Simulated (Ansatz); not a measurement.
# ClH4OSi2: the cost of one run

Method: the settings change from run to run; program: Ansatz 0.2.0, Gaussian basis.

### Step 1. The molecule

The structure was relaxed beforehand with PBE0-D4 in a triple-zeta def2 set.

SMILES `[SiH3]O[SiH]Cl`, 8 atoms, charge 0, spin multiplicity 2.

Atoms are counted from 1 here; the program's logs count them from 0.

Bond lengths: Si1–O2 1.648 Å, Si1–H5 1.483 Å, Si1–H6 1.482 Å, Si1–H7 1.485 Å, O2–Si3 1.625 Å, Si3–Cl4 2.063 Å, Si3–H8 1.491 Å. Angles: O2–Si1–H5 109.7°, O2–Si1–H6 107.4°, O2–Si1–H7 109.9°, H5–Si1–H6 110.2°, H5–Si1–H7 109.7°, H6–Si1–H7 110.0°, Si1–O2–Si3 144.7°, O2–Si3–Cl4 109.9°, O2–Si3–H8 107.9°, Cl4–Si3–H8 107.6°.

Geometry (Å):

```
Si   -0.83476    0.79169    0.65781
O     0.59883    0.27832    0.02821
Si    1.28902   -0.61324   -1.14152
Cl    0.16252   -2.30507   -1.49339
H    -1.50085   -0.32998    1.36331
H    -0.53363    1.88646    1.60951
H    -1.71405    1.29144   -0.42917
H     2.62492   -1.05672   -0.65045
```

### Step 2. BHLYP/aug-pcseg-2

This run has D4 dispersion.

Contents of in.yaml:

```yaml
crystal:
  periodic: [false, false, false]
  atoms:
    - {symbol: Si, position_ang: [-0.834765, 0.791686, 0.657810]}
    - {symbol: O, position_ang: [0.598831, 0.278318, 0.028208]}
    - {symbol: Si, position_ang: [1.289019, -0.613242, -1.141520]}
    - {symbol: Cl, position_ang: [0.162518, -2.305069, -1.493389]}
    - {symbol: H, position_ang: [-1.500847, -0.329980, 1.363308]}
    - {symbol: H, position_ang: [-0.533625, 1.886461, 1.609508]}
    - {symbol: H, position_ang: [-1.714046, 1.291442, -0.429171]}
    - {symbol: H, position_ang: [2.624915, -1.056716, -0.650454]}
basis:
  gaussian: {orbitals: aug-pcseg-2}
magnetization: {spin_polarized: true, initial_magnetization: 1}
hamiltonian: {xc: {name: BHLYP}, dispersion: d4}
```

Started as:

```sh
$ ansatz run in.yaml --threads 4 --pin off --events-out ev --progress --plain --max-ram 10444MiB
```

**Question.** How long does this run take on 4 threads of INTEL XEON PLATINUM 8581C at 2.30GHz, shared host, and how much memory does it need?

About 5.5 s, with a peak of 1.2 GiB.
